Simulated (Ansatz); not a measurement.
# C4H12ClN2Y: one species, many methods

The task here is to estimate one member of a computed series from the others.

Program: Ansatz 0.2.0, Gaussian basis. Level of theory: functionals in def2-TZVPP, the program's frozen cores in correlated methods. These are calculated values, not measurements.

The runs, in order: LDA (SPW92), PBE-D4, revPBE-D4, BLYP-D4, r2SCAN-D4, B97M-V, PBE0-D4, B3LYP-D4, r2SCANh-D4, r2SCAN0-D4, HSE06-D4, BHLYP-D4, CAM-B3LYP-D4, LC-ωPBE, ωB97X-V, ωB97M-V, B2PLYP, PBE-QIDH; CCSD(T)/def2-SVP; CCSD(T)/def2-TZVPP; MP2/def2-QZVPP; extrapolation to the limit; RPA on PBE.

## The relaxed structure

The geometry comes from an earlier relaxation with PBE0-D4 in a triple-zeta def2 set; it is a stationary point, not always the lowest conformer. Y takes the def2 core potential; no spin-orbit term is included.

SMILES `C[N](C)[Y]([Cl])[N](C)C`, 20 atoms, charge 0, spin multiplicity 1.

Atoms are counted from 1 here; the program's logs count them from 0.

Bond lengths: C1–N2 1.439 Å, C1–H9 1.102 Å, C1–H10 1.095 Å, C1–H11 1.102 Å, N2–C3 1.444 Å, N2–Y4 2.128 Å, C3–H12 1.101 Å, C3–H13 1.101 Å, C3–H14 1.098 Å, Y4–Cl5 2.502 Å, Y4–N6 2.128 Å, N6–C7 1.439 Å, N6–C8 1.444 Å, C7–H15 1.095 Å, C7–H16 1.102 Å, C7–H17 1.102 Å, C8–H18 1.101 Å, C8–H19 1.101 Å and more. Angles: N2–C1–H9 112.1°, N2–C1–H10 111.1°, N2–C1–H11 112.1°, H9–C1–H10 107.2°, H9–C1–H11 106.8°, H10–C1–H11 107.2°, C1–N2–C3 111.4°, C1–N2–Y4 130.3°, C3–N2–Y4 118.3°, N2–C3–H12 112.2°, N2–C3–H13 112.2°, N2–C3–H14 111.1°, H12–C3–H13 106.9°, H12–C3–H14 107.0°, H13–C3–H14 107.0°, N2–Y4–Cl5 120.4°, N2–Y4–N6 119.3°, Cl5–Y4–N6 120.4° and more.

As a file:

```mol
C4H12ClN2Y
  3D, bonds by distance, orders not assigned

 20 19  0  0  0  0  0  0  0  0999 V2000
    1.7553   -1.5827   -0.7206 C   0  0
    1.0386   -0.5458   -1.4152 N   0  0
    1.4573   -0.4486   -2.7941 C   0  0
   -0.4692    0.7853   -0.7215 Y   0  0
   -1.4829    2.4678   -2.2718 Cl  0  0
   -1.1093    0.6672    1.3041 N   0  0
   -0.6826   -0.2035    2.3676 C   0  0
   -2.1365    1.5796    1.7500 C   0  0
    1.5982   -2.5729   -1.1769 H   0  0
    1.4341   -1.6533    0.3240 H   0  0
    2.8422   -1.4042   -0.7155 H   0  0
    2.5293   -0.2142   -2.8880 H   0  0
    1.2840   -1.3842   -3.3486 H   0  0
    0.9078    0.3432   -3.3197 H   0  0
    0.0962   -0.8931    2.0252 H   0  0
   -1.5100   -0.8158    2.7599 H   0  0
   -0.2693    0.3562    3.2216 H   0  0
   -1.7912    2.2252    2.5727 H   0  0
   -3.0334    1.0522    2.1110 H   0  0
   -2.4587    2.2415    0.9356 H   0  0
  1  2  8  0
  2  3  8  0
  2  4  8  0
  4  5  8  0
  4  6  8  0
  6  7  8  0
  6  8  8  0
  1  9  8  0
  1 10  8  0
  1 11  8  0
  3 12  8  0
  3 13  8  0
  3 14  8  0
  7 15  8  0
  7 16  8  0
  7 17  8  0
  8 18  8  0
  8 19  8  0
  8 20  8  0
M  END
```

Set-up of the first run:

Contents of in.yaml:

```yaml
crystal:
  periodic: [false, false, false]
  atoms:
    - {symbol: C, position_ang: [1.755285, -1.582710, -0.720554]}
    - {symbol: N, position_ang: [1.038616, -0.545772, -1.415186]}
    - {symbol: C, position_ang: [1.457350, -0.448585, -2.794074]}
    - {symbol: Y, position_ang: [-0.469182, 0.785298, -0.721465]}
    - {symbol: Cl, position_ang: [-1.482928, 2.467769, -2.271776]}
    - {symbol: N, position_ang: [-1.109268, 0.667162, 1.304122]}
    - {symbol: C, position_ang: [-0.682647, -0.203474, 2.367599]}
    - {symbol: C, position_ang: [-2.136486, 1.579579, 1.750045]}
    - {symbol: H, position_ang: [1.598249, -2.572874, -1.176939]}
    - {symbol: H, position_ang: [1.434054, -1.653279, 0.324025]}
    - {symbol: H, position_ang: [2.842242, -1.404186, -0.715520]}
    - {symbol: H, position_ang: [2.529341, -0.214156, -2.888017]}
    - {symbol: H, position_ang: [1.283956, -1.384206, -3.348597]}
    - {symbol: H, position_ang: [0.907809, 0.343210, -3.319733]}
    - {symbol: H, position_ang: [0.096206, -0.893072, 2.025236]}
    - {symbol: H, position_ang: [-1.510000, -0.815820, 2.759915]}
    - {symbol: H, position_ang: [-0.269275, 0.356200, 3.221613]}
    - {symbol: H, position_ang: [-1.791158, 2.225198, 2.572736]}
    - {symbol: H, position_ang: [-3.033416, 1.052240, 2.110970]}
    - {symbol: H, position_ang: [-2.458748, 2.241488, 0.935583]}
basis:
  gaussian: {orbitals: def2-TZVPP}
hamiltonian: {xc: lda}
output: {orbitals: {seedname: orbitals}}
```

Run with:

```console
> ansatz run in.yaml --threads 4 --pin off --events-out ev --progress --plain --max-ram 46080MiB --backend cuda --devices 0, --max-vram 37GiB
```

Among the steps run: LDA; PBE-D4 (GGA); revPBE-D4 (GGA); BLYP-D4 (GGA); r2SCAN-D4 (meta-GGA); B97M-V (meta-GGA); PBE0-D4 (hybrid); B3LYP-D4 (hybrid); r2SCANh-D4 (hybrid); r2SCAN0-D4 (hybrid); HSE06-D4 (hybrid); BHLYP-D4 (hybrid); CAM-B3LYP-D4 (range-separated); LC-ωPBE (range-separated); ωB97X-V (range-separated); ωB97M-V (range-separated); B2PLYP (double hybrid); PBE-QIDH (double hybrid).

One table of the session follows, with a row left open; its other results are not shown here.

It belongs to the step «Orbital energies across the functionals». 

```
  functional  HOMO (eV)  LUMO (eV)  gap (eV)
 LDA (SPW92)      -4.94      -2.56      2.38
      PBE-D4      -4.81      -2.35      2.46
   revPBE-D4          ?          ?         ?
     BLYP-D4      -4.70      -2.36      2.34
   r2SCAN-D4      -5.00      -1.97      3.02
      B97M-V      -5.12      -2.30      2.82
     PBE0-D4      -5.99      -1.61      4.39
    B3LYP-D4      -5.81      -1.94      3.87
  r2SCANh-D4      -5.45      -1.74      3.71
  r2SCAN0-D4      -6.14      -1.40      4.75
    HSE06-D4      -5.60      -1.97      3.63
    BHLYP-D4      -7.14      -1.06      6.08
CAM-B3LYP-D4      -7.34      -0.88      6.45
     LC-ωPBE      -8.62       0.34      8.96
     ωB97X-V      -8.32       0.08      8.41
     ωB97M-V      -8.26      -0.33      7.93
```

**Question.** Estimate the row for revPBE-D4.

**Answer.** HOMO (eV): -4.74; LUMO (eV): -2.21; gap (eV): 2.53. In the column «HOMO (eV)» it lies between PBE-D4 (-4.81) and BLYP-D4 (-4.70).
